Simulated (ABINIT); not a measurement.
# Al2Cl (Fm-3m) in ABINIT: a series of runs

The runs below take Al2Cl through single point, relaxation of cell and atoms, with RPBE, WC.

Program: ABINIT 10.8.3 (patched build). These are calculated values, not measurements. Logs are shortened: lines on timing, memory, paths and dates and some standing lists are left out, and cuts for length are marked. The log counts tension as positive stress, the text compression.

**1. Starting point**

Symmetry: Fm-3m, No. 225, cubic system. Conventional cell: a = 6.317 Å, b = 6.317 Å, c = 6.317 Å, α = 90.00°, β = 90.00°, γ = 90.00°. Al (site symmetry -43m) is surrounded by 4 Cl at 2.74 Å. Cl (site symmetry m-3m) is surrounded by 8 Al at 2.74 Å.

The cell was built by a generator and needn't be a form met in nature.

**2. Single point, RPBE**

run.abi

```
# Pseudopotentials
pp_dirpath "./"
pseudos "Al.upf, Cl.upf"

# Structure
acell 3*1.0 Angstrom
rprim
     0.0000000000     3.1586756100     3.1586756100
     3.1586756100     0.0000000000     3.1586756100
     3.1586756100     3.1586756100     0.0000000000
ntypat 2
znucl 13 17
natom 3
typat 1 1 2
xred
     0.2500000000     0.2500000000     0.2500000000
     0.7500000000     0.7500000000     0.7500000000
     0.0000000000     0.0000000000     0.0000000000

# Plane-wave basis
ecut 25.0

# k points
kptopt 1
ngkpt 5 5 5
nshiftk 1
shiftk 0.0 0.0 0.0

# Exchange and correlation
ixc 15

# Bands and occupations
nband 11
occopt 3
tsmear 0.00183747

# SCF cycle
nstep 100
tolvrs 1.0e-10

# Output
iomode 3
prtwf 0
prtden 0
prteig 0
prtebands 0
```

Potentials or basis: PseudoDojo NC SR PBE v0.4 stringent.

On the command line:

```bash
> abinit run.abi > log 2>&1
```

run.abo:

```text
.Version 10.8.3 of ABINIT
 Symmetries : space group Fm -3 m (#225); Bravais cF (face-center cubic)
================================================================================
 Values of the parameters that define the memory need of the present run
     intxc =       0    ionmov =       0      iscf =       7    lmnmax =       6
     lnmax =       6     mgfft =      40  mpssoang =       3    mqgrid =    3001
     natom =       3  nloc_mem =       1    nspden =       1   nspinor =       1
    nsppol =       1      nsym =      48    n1xccc =    2501    ntypat =       2
    occopt =       3   xclevel =       2
       mpw =        2573          nfft =       64000          nkpt =          10
================================================================================
================================================================================

--------------------------------------------------------------------------------
------------- Echo of variables that govern the present computation ------------
--------------------------------------------------------------------------------
 -outvars: echo values of preprocessed input variables --------
            acell      1.8897261259E+00  1.8897261259E+00  1.8897261259E+00 Bohr
              amu      2.69815390E+01  3.54527000E+01
             ecut      2.50000000E+01 Hartree
              ixc          15
         kptrlatt        5    0    0      0    5    0      0    0    5
          kptrlen      4.22074288E+01
            natom           3
            nband          11
            ngfft          40      40      40
             nkpt          10
            nstep         100
             nsym          48
           ntypat           2
           occopt           3
           prtden           0
        prtebands           0
           prteig           0
            prtwf           0
            rprim      0.0000000000E+00  3.1586756100E+00  3.1586756100E+00
                       3.1586756100E+00  0.0000000000E+00  3.1586756100E+00
                       3.1586756100E+00  3.1586756100E+00  0.0000000000E+00
          spgroup         225
           tolvrs      1.00000000E-10
           tsmear      1.83747000E-03 Hartree
            typat      1  1  2
           xangst      1.5793378050E+00  1.5793378050E+00  1.5793378050E+00
                       4.7380134150E+00  4.7380134150E+00  4.7380134150E+00
                       0.0000000000E+00  0.0000000000E+00  0.0000000000E+00
            xcart      2.9845159117E+00  2.9845159117E+00  2.9845159117E+00
                       8.9535477352E+00  8.9535477352E+00  8.9535477352E+00
                       0.0000000000E+00  0.0000000000E+00  0.0000000000E+00
             xred      2.5000000000E-01  2.5000000000E-01  2.5000000000E-01
                       7.5000000000E-01  7.5000000000E-01  7.5000000000E-01
                       0.0000000000E+00  0.0000000000E+00  0.0000000000E+00
            znucl       13.00000   17.00000

================================================================================

 chkinp: Checking input parameters for consistency.

================================================================================
== DATASET  1 ==================================================================

--- !DatasetInfo
iteration_state: {dtset: 1, }
dimensions: {natom: 3, nkpt: 10, mband: 11, nsppol: 1, nspinor: 1, nspden: 1, mpw: 2573, }
cutoff_energies: {ecut:  25.0, pawecutdg:  -1.0, }
electrons: {nelect:   1.30000000E+01, charge:   0.00000000E+00, occopt:   3.00000000E+00, tsmear:   1.83747000E-03, }
meta: {optdriver: 0, ionmov: 0, optcell: 0, iscf: 7, paral_kgb: 0, }
...

 Exchange-correlation functional for the present dataset will be:
  GGA: RPBE functional - ixc=15
  Hammer, L. B. Hansen, and J. K. Norskov, PRB 59, 7413 (1999)

 Real(R)+Recip(G) space primitive vectors, cartesian coordinates (Bohr,Bohr^-1):
 R(1)=  0.0000000  5.9690318  5.9690318  G(1)= -0.0837657  0.0837657  0.0837657
 R(2)=  5.9690318  0.0000000  5.9690318  G(2)=  0.0837657 -0.0837657  0.0837657
 R(3)=  5.9690318  5.9690318  0.0000000  G(3)=  0.0837657  0.0837657 -0.0837657
 Unit cell volume ucvol=  4.2534534E+02 bohr^3
 Angles (23,13,12)=  6.00000000E+01  6.00000000E+01  6.00000000E+01 degrees

 getcut: wavevector=  0.0000  0.0000  0.0000  ngfft=  40  40  40
         ecut(hartree)=     25.000   => boxcut(ratio)=   2.10526

--- Pseudopotential description ------------------------------------------------
- pspini: atom type   1  psp file is ./Al.upf
12 -101130 2 -1 1876                          pspcod,pspxc,lmax,lloc,mmax
     nproj     2     2     2

- pspini: atom type   2  psp file is ./Cl.upf
12 -101130 2 -1 1028                          pspcod,pspxc,lmax,lloc,mmax
     nproj     2     2     2

   2.24777489E+02                                ecore*ucvol(ha*bohr**3)
--------------------------------------------------------------------------------

================================================================================

--- !BeginCycle
iteration_state: {dtset: 1, }
solver: {iscf: 7, nstep: 100, nline: 4, wfoptalg: 0, }
tolerances: {tolvrs: 1.00E-10, }
...

     iter   Etot(hartree)      deltaE(h)  residm     vres2
 ETOT  1  -20.958264745888    -2.096E+01 4.232E-02 2.716E+01
 ETOT  2  -20.967612849136    -9.348E-03 6.725E-03 7.102E+00
 ETOT  3  -20.969327642405    -1.715E-03 1.016E-03 2.825E-01
 ETOT  4  -20.969368441834    -4.080E-05 2.414E-04 1.171E-03
 ETOT  5  -20.969368551090    -1.093E-07 8.062E-05 2.572E-04
 ETOT  6  -20.969368577591    -2.650E-08 4.291E-05 7.251E-06
 ETOT  7  -20.969368578574    -9.829E-10 1.479E-05 1.046E-07
 ETOT  8  -20.969368578591    -1.616E-11 7.411E-06 3.945E-10
 ETOT  9  -20.969368578590     1.918E-13 2.674E-06 2.095E-11

 At SCF step    9       vres2   =  2.10E-11 < tolvrs=  1.00E-10 =>converged.

 Cartesian components of stress tensor (hartree/bohr^3)
  sigma(1 1)= -3.63910051E-04  sigma(3 2)=  0.00000000E+00
  sigma(2 2)= -3.63910051E-04  sigma(3 1)=  0.00000000E+00
  sigma(3 3)= -3.63910051E-04  sigma(2 1)=  0.00000000E+00

--- !ResultsGS
iteration_state: {dtset: 1, }
comment   : Summary of ground state results
lattice_vectors:
- [  0.0000000,   5.9690318,   5.9690318, ]
- [  5.9690318,   0.0000000,   5.9690318, ]
- [  5.9690318,   5.9690318,   0.0000000, ]
lattice_lengths: [   8.44149,    8.44149,    8.44149, ]
lattice_angles: [ 60.000,  60.000,  60.000, ] # degrees, (23, 13, 12)
lattice_volume:   4.2534534E+02
convergence: {deltae:  1.918E-13, res2:  2.095E-11, residm:  2.674E-06, diffor: null, }
etotal    :  -2.09693686E+01
entropy   :   0.00000000E+00
fermie    :   1.88567856E-01
cartesian_stress_tensor: # hartree/bohr^3
- [ -3.63910051E-04,   0.00000000E+00,   0.00000000E+00, ]
- [  0.00000000E+00,  -3.63910051E-04,   0.00000000E+00, ]
- [  0.00000000E+00,   0.00000000E+00,  -3.63910051E-04, ]
pressure_GPa:   1.0707E+01
xred      :
- [  2.5000E-01,   2.5000E-01,   2.5000E-01, Al]
- [  7.5000E-01,   7.5000E-01,   7.5000E-01, Al]
- [  0.0000E+00,   0.0000E+00,   0.0000E+00, Cl]
cartesian_forces: # hartree/bohr
- [ -2.34949223E-31,  -1.76211917E-31,   2.34949223E-31, ]
- [  4.69898445E-31,   1.76211917E-31,  -4.69898445E-31, ]
- [ -2.34949223E-31,  -7.29842950E-48,   2.34949223E-31, ]
force_length_stats: {min:   3.32268377E-31, max:   6.87502536E-31, mean:   4.65291060E-31, }
...

 Integrated electronic density in atomic spheres:
 ------------------------------------------------
 Atom  Sphere_radius  Integrated_density
    1        2.00000          0.83329619
    2        2.00000          0.83329619
    3        2.00000          5.09725244
================================================================================

 ----iterations are completed or convergence reached----

 Mean square residual over all n,k,spin=   36.204E-09; max=  26.743E-07
 reduced coordinates (array xred) for    3 atoms
       0.250000000000      0.250000000000      0.250000000000
       0.750000000000      0.750000000000      0.750000000000
       0.000000000000      0.000000000000      0.000000000000
 rms dE/dt=  2.1036E-30; max dE/dt=  3.1554E-30; dE/dt below (all hartree)
    1       0.000000000000      0.000000000000      0.000000000000
    2       0.000000000000      0.000000000000     -0.000000000000
    3       0.000000000000      0.000000000000      0.000000000000

 cartesian coordinates (angstrom) at end:
    1      1.57933780500000     1.57933780500000     1.57933780500000
    2      4.73801341500000     4.73801341500000     4.73801341500000
    3      0.00000000000000     0.00000000000000     0.00000000000000

 cartesian forces (hartree/bohr) at end:
    1     -0.00000000000000    -0.00000000000000     0.00000000000000
    2      0.00000000000000     0.00000000000000    -0.00000000000000
    3     -0.00000000000000    -0.00000000000000     0.00000000000000
 frms,max,avg= 2.8372814E-31 4.6989845E-31   0.000E+00  0.000E+00  0.000E+00 h/b

 cartesian forces (eV/Angstrom) at end:
    1     -0.00000000000000    -0.00000000000000     0.00000000000000
    2      0.00000000000000     0.00000000000000    -0.00000000000000
    3     -0.00000000000000    -0.00000000000000     0.00000000000000
 frms,max,avg= 1.4589888E-29 2.4163150E-29   0.000E+00  0.000E+00  0.000E+00 e/A
 length scales=  1.889726125908  1.889726125908  1.889726125908 bohr
              =  1.000000000000  1.000000000000  1.000000000000 angstroms
 Fermi (or HOMO) energy (hartree) =   0.18857   Average Vxc (hartree)=  -0.33737
 Eigenvalues (hartree) for nkpt=  10  k points:
 kpt#   1, nband= 11, wtk=  0.00800, kpt=  0.0000  0.0000  0.0000 (reduced coord)
  -0.45801   -0.02517   -0.02200   -0.02200   -0.02200    0.19365    0.19365    0.19365
   0.22870    0.35947    0.35947
      occupation numbers for kpt#   1
   2.00000    2.00000    2.00000    2.00000    2.00000    0.11839    0.11839    0.11839
   0.00000    0.00000    0.00000
 prteigrs : prtvol=0 or 1, do not print more k-points.

--- !EnergyTerms
iteration_state     : {dtset: 1, }
comment             : Components of total free energy in Hartree
kinetic             :  7.24669819584305E+00
hartree             :  3.73929362197903E+00
xc                  : -6.57619981851054E+00
Ewald energy        : -1.65086895174702E+01
psp_core            :  5.28458802632764E-01
local_psp           : -1.24728431178144E+01
non_local_psp       :  3.07473918501991E+00
internal            : -2.09685426483204E+01
'-kT*entropy'       : -8.25930269950999E-04
total_energy        : -2.09693685785903E+01
total_energy_eV     : -5.70605587726359E+02
band_energy         : -6.70711542605231E-01
...

 Cartesian components of stress tensor (hartree/bohr^3)
  sigma(1 1)= -3.63910051E-04  sigma(3 2)=  0.00000000E+00
  sigma(2 2)= -3.63910051E-04  sigma(3 1)=  0.00000000E+00
  sigma(3 3)= -3.63910051E-04  sigma(2 1)=  0.00000000E+00

-Cartesian components of stress tensor (GPa)         [Pressure=  1.0707E+01 GPa]
- sigma(1 1)= -1.07066034E+01  sigma(3 2)=  0.00000000E+00
- sigma(2 2)= -1.07066034E+01  sigma(3 1)=  0.00000000E+00
- sigma(3 3)= -1.07066034E+01  sigma(2 1)=  0.00000000E+00

== END DATASET(S) ==============================================================
================================================================================

 -outvars: echo values of variables after computation  --------
            acell      1.8897261259E+00  1.8897261259E+00  1.8897261259E+00 Bohr
           etotal     -2.0969368579E+01
            fcart     -2.3494922268E-31 -1.7621191701E-31  2.3494922268E-31
                       4.6989844535E-31  1.7621191701E-31 -4.6989844535E-31
                      -2.3494922268E-31 -7.2984295017E-48  2.3494922268E-31
            rprim      0.0000000000E+00  3.1586756100E+00  3.1586756100E+00
                       3.1586756100E+00  0.0000000000E+00  3.1586756100E+00
                       3.1586756100E+00  3.1586756100E+00  0.0000000000E+00
           strten     -3.6391005123E-04 -3.6391005123E-04 -3.6391005123E-04
                       0.0000000000E+00  0.0000000000E+00  0.0000000000E+00
           xangst      1.5793378050E+00  1.5793378050E+00  1.5793378050E+00
                       4.7380134150E+00  4.7380134150E+00  4.7380134150E+00
                       0.0000000000E+00  0.0000000000E+00  0.0000000000E+00
             xred      2.5000000000E-01  2.5000000000E-01  2.5000000000E-01
                       7.5000000000E-01  7.5000000000E-01  7.5000000000E-01
                       0.0000000000E+00  0.0000000000E+00  0.0000000000E+00
 Calculation completed.
```

Run time: 8.1 s. Hardware: 1 thread of Arm Neoverse V2, shared host; peak memory 0.07 GiB.

Results:

| Property | Result |
| --- | --- |
| Free energy | -570.6056 eV |
| Pressure | 10.7 GPa |
| Band gap on the k mesh | none (metal or under the smearing width) |
| Valence electrons inside the program's atomic spheres | Al 0.83; Cl 5.10 |

Levels at points of the mesh, in eV from the Fermi level:
| k point | band 4 | band 5 | band 6 | band 7 | band 8 | band 9 |
| --- | --- | --- | --- | --- | --- | --- |
| (0.00, 0.00, 0.00) | -5.73 | -5.73 | 0.14 | 0.14 | 0.14 | 1.09 |

Caveat: the cutoff is short for stress, so the pressure is rough; the potentials were made for another functional, which shifts forces and pressure; an odd number of electrons without spin polarisation forces a metal; a magnetic or distorted state may lie lower.

**3. Relaxation of cell and atoms, WC**

run.abi

```
# Pseudopotentials
pp_dirpath "./"
pseudos "Al.upf, Cl.upf"

# Structure
acell 3*1.0
rprim
     0.0000000000     5.9690318194     5.9690318194
     5.9690318194     0.0000000000     5.9690318194
     5.9690318194     5.9690318194     0.0000000000
ntypat 2
znucl 13 17
natom 3
typat 1 1 2
chkprim 0
chksymtnons 0
tolsym 1.0e-6
xred
            1/4            1/4            1/4
            3/4            3/4            3/4
            0.0            0.0            0.0

# Plane-wave basis
ecut 29.0
ecutsm 0.5

# k points
kptopt 1
ngkpt 5 5 5
nshiftk 1
shiftk 0.0 0.0 0.0

# Exchange and correlation
ixc 23

# Bands and occupations
nband 11
occopt 3
tsmear 0.05 eV

# SCF cycle
nstep 80
tolvrs 1.0e-12

# Output
iomode 3
prteig 0
prtebands 0
prtwf 0
prtden 0

# Relaxation
ionmov 2
optcell 2
ntime 50
tolmxf 2.0e-5
dilatmx 1.08
```

Potentials or basis: PseudoDojo NC SR PBEsol v0.4.1 standard.

On the command line:

```bash
> abinit run.abi > log 2>&1
```

Run time: 49 s. Hardware: 1 thread of Arm Neoverse V1, shared host; peak memory 0.1 GiB.

Results (log left out):

```
Free energy                            : -570.7131 eV
Relaxed volume                         : 26.20 Å³/atom
Relaxed cell                           : a = 4.808 Å, b = 4.808 Å, c = 4.808 Å, α = 60.00°, β = 60.00°, γ = 60.00°
Space group after relaxing (to 0.05 Å) : Fm-3m (No. 225)
Energy gained by relaxing              : 113.6 meV/atom
Ionic steps                            : 3
Pressure after relaxing                : 0.0 GPa
Band gap on the k mesh                 : none (metal or under the smearing width)
```

The path:
| step | energy change (eV) | largest force (eV/Å) | pressure (GPa) | volume (Å³) |
| --- | --- | --- | --- | --- |
| 1 | 0.0000 | 0.0000 | 8.19 | 63.03 |
| 2 | -0.0761 | 0.0000 | 7.11 | 64.62 |
| 3 | -0.3408 | 0.0000 | 0.00 | 78.61 |

Final structure:
```
Al Cl
1.0
     0.00000    3.40006    3.40006
     3.40006    0.00000    3.40006
     3.40006    3.40006    0.00000
Al Cl
2 1
Direct
  0.25000 0.25000 0.25000
  0.75000 0.75000 0.75000
  0.00000 0.00000 0.00000
```

Caveat: the volume moved by over 15 % at a fixed basis, so the end points are rough; the potentials were made for another functional, which shifts forces and pressure; an odd number of electrons without spin polarisation forces a metal; a magnetic or distorted state may lie lower.

**4. Single point, WC (cell relaxed)**

run.abi

```
# Pseudopotentials
pp_dirpath "./"
pseudos "Al.upf, Cl.upf"

# Structure
acell 4.8084075991 4.8084075991 4.8084075991 Angstrom
rprim
     0.0000000000     0.7071067812     0.7071067812
     0.7071067812     0.0000000000     0.7071067812
     0.7071067812     0.7071067812     0.0000000000
ntypat 2
znucl 13 17
natom 3
typat 1 1 2
xred
     0.2500000000     0.2500000000     0.2500000000
     0.7500000000     0.7500000000     0.7500000000
     0.0000000000     0.0000000000     0.0000000000
chkprim 0
chksymtnons 0
tolsym 1.0e-6

# Plane-wave basis
ecut 29.0

# k points
kptopt 1
ngkpt 5 5 5
nshiftk 1
shiftk 0.0 0.0 0.0

# Exchange and correlation
ixc 23

# Bands and occupations
nband 11
occopt 3
tsmear 0.05 eV

# SCF cycle
nstep 100
tolvrs 1.0e-10

# Output
iomode 3
prtwf 0
prtden 0
prteig 0
prtebands 0
```

On the command line:

```bash
> abinit run.abi > log 2>&1
```

Wall time 15 s (1 thread of Arm Neoverse V1, shared host); peak memory 0.09 GiB.

The run converged. Its results:

| Quantity | Value |
| --- | --- |
| Free energy | -570.7132 eV |
| Pressure | 0.0 GPa |
| Band gap on the k mesh | none (metal or under the smearing width) |
| Valence electrons inside the program's atomic spheres | Al 0.79; Cl 5.02 |

Levels at points of the mesh, in eV from the Fermi level:
```tsv
k point	band 4	band 5	band 6	band 7	band 8	band 9
(0.00, 0.00, 0.00)	-5.06	-5.06	-0.38	0.20	0.20	0.20
```

Caveat: the potentials were made for another functional, which shifts forces and pressure; an odd number of electrons without spin polarisation forces a metal; a magnetic or distorted state may lie lower.

**5. The runs side by side**

| task | level | potentials or basis | cell | cutoff (eV) | cell freedom (optcell) | optimiser (ionmov) | cutoff smearing ecutsm (Ha) | force stop (Ha/bohr) | gap on the mesh (eV) | pressure (GPa) |
| --- | --- | --- | --- | --- | --- | --- | --- | --- | --- | --- |
| single point | RPBE | PseudoDojo NC SR PBE v0.4 stringent | as given | 680 | - | - | - | - | none | 10.7 |
| relaxation of cell and atoms | WC | PseudoDojo NC SR PBEsol v0.4.1 standard | relaxed | 789 | 2 | 2 | 0.5 | 2e-05 | none | 0.0 |
| single point | WC | PseudoDojo NC SR PBEsol v0.4.1 standard | cell relaxed | 789 | - | - | - | - | none | 0.0 |

Alike in all rows: no spin polarisation; k mesh 5 × 5 × 5; smearing fermi-dirac 0.05 eV.

Caveats: the potentials were made for another functional, which shifts forces and pressure; an odd number of electrons without spin polarisation forces a metal; a magnetic or distorted state may lie lower; the cutoff is short for stress, so the pressure is rough (some runs); the volume moved by over 15 % at a fixed basis, so the end points are rough (some runs).

Total energies depend on the potentials used, so only differences within one code and one set of settings carry meaning.
